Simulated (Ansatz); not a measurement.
# Ge, space group I4_1/amd: a convergence test of the plane-wave cutoff

Computed with Ansatz 0.2.0, Python API.

The cells in order, each with its output:

**Cell 1**
```python
import csv

import ansatz as az

ge = (
    az.Lattice.of((-2.57449, 2.57449, 1.397413), (2.57449, -2.57449, 1.397413), (2.57449, 2.57449, -1.397413))
    .atom('Ge', (0.25, 0.75, 0.5))
    .atom('Ge', (0.5, 0.5, 0.0))
)
```

**Cell 2**
```python
[site.symbol for site in ge.resolved().sites]
```
Output:
```text
['Ge', 'Ge']
```

**Cell 3**
```python
calc = (
    ge.calculation()
    .functional(az.Functional.PBESOL)
    .kpoints(11)
    .occupations(az.OccupationsMethod.FERMI_DIRAC)
    .stress()
)
```

**Cell 4**
```python
rows = []
for value in [300, 375, 450, 525, 600, 675]:
    r = calc.basis(value).run().report
    rows.append((value, r['free_energy_ev'] / len(r['lattice']['sites']), r['n_iterations'], sum(r['stress_gpa'][i][i] for i in range(3)) / 3, r['n_pw']))
```
Output:
```text
DeckWarning: basis.ecutwfc = 300 eV is below the records' recommended 420 eV, and the density's cutoff is lower with it unless basis.ecutrho_ratio is high enough to keep the records' density cutoff: compare with a run at a higher cutoff
DeckWarning: basis.ecutwfc = 375 eV is below the records' recommended 420 eV, and the density's cutoff is lower with it unless basis.ecutrho_ratio is high enough to keep the records' density cutoff: compare with a run at a higher cutoff
```

**Cell 5**
```python
with open('ecut.csv', 'w', newline='') as handle:
    writer = csv.writer(handle)
    writer.writerow(['cutoff (eV)', 'F/atom (eV)', 'iterations', 'P (GPa)', 'plane waves'])
    writer.writerows([round(v, 5) if isinstance(v, float) else v for v in row] for row in rows)
```

**Cell 6**
```python
for row in rows[:-1]:
    shift = 1000 * (row[1] - rows[-1][1])
    print(f'{row[0]}: {shift:+.2f} meV/atom' + ('  (within 2 meV)' if abs(shift) < 2 else ''))
```
Output:
```text
300: +129.26 meV/atom
375: +2.69 meV/atom
450: +0.94 meV/atom  (within 2 meV)
525: +0.17 meV/atom  (within 2 meV)
600: +0.06 meV/atom  (within 2 meV)
```

File `ecut.csv` afterwards:
```csv
cutoff (eV),F/atom (eV),iterations,P (GPa),plane waves
300,-4253.21125,6,-0.39688,435
375,-4253.33782,6,-0.59173,617
450,-4253.33957,6,-0.59883,789
525,-4253.34034,6,-0.59824,1021
600,-4253.34045,6,-0.59768,1253
675,-4253.34051,6,-0.59799,1469
```

From 450 eV on it stays within 2 meV an atom of the value at 675 eV; the first row (300 eV) is off by 129.3 meV and the last but one by 0.06 meV. The energy falls steadily, as expected when plane waves are added. The pressure moves from -0.40 to -0.60 GPa (the program's stress holds a Pulay correction, so it settles early). The last run costs about 2.6 times the first.

What to keep in mind:
- Pressure is positive in compression.
- This isn't the structure that Ge takes at ambient conditions.
- Warnings are shown shortened and without file and line.
- Shifts are counted from the last row, which is itself no proven limit.
- Finished in 33 s on 1 thread of Arm Neoverse V1, on a shared host, peak memory 0.48 GiB.
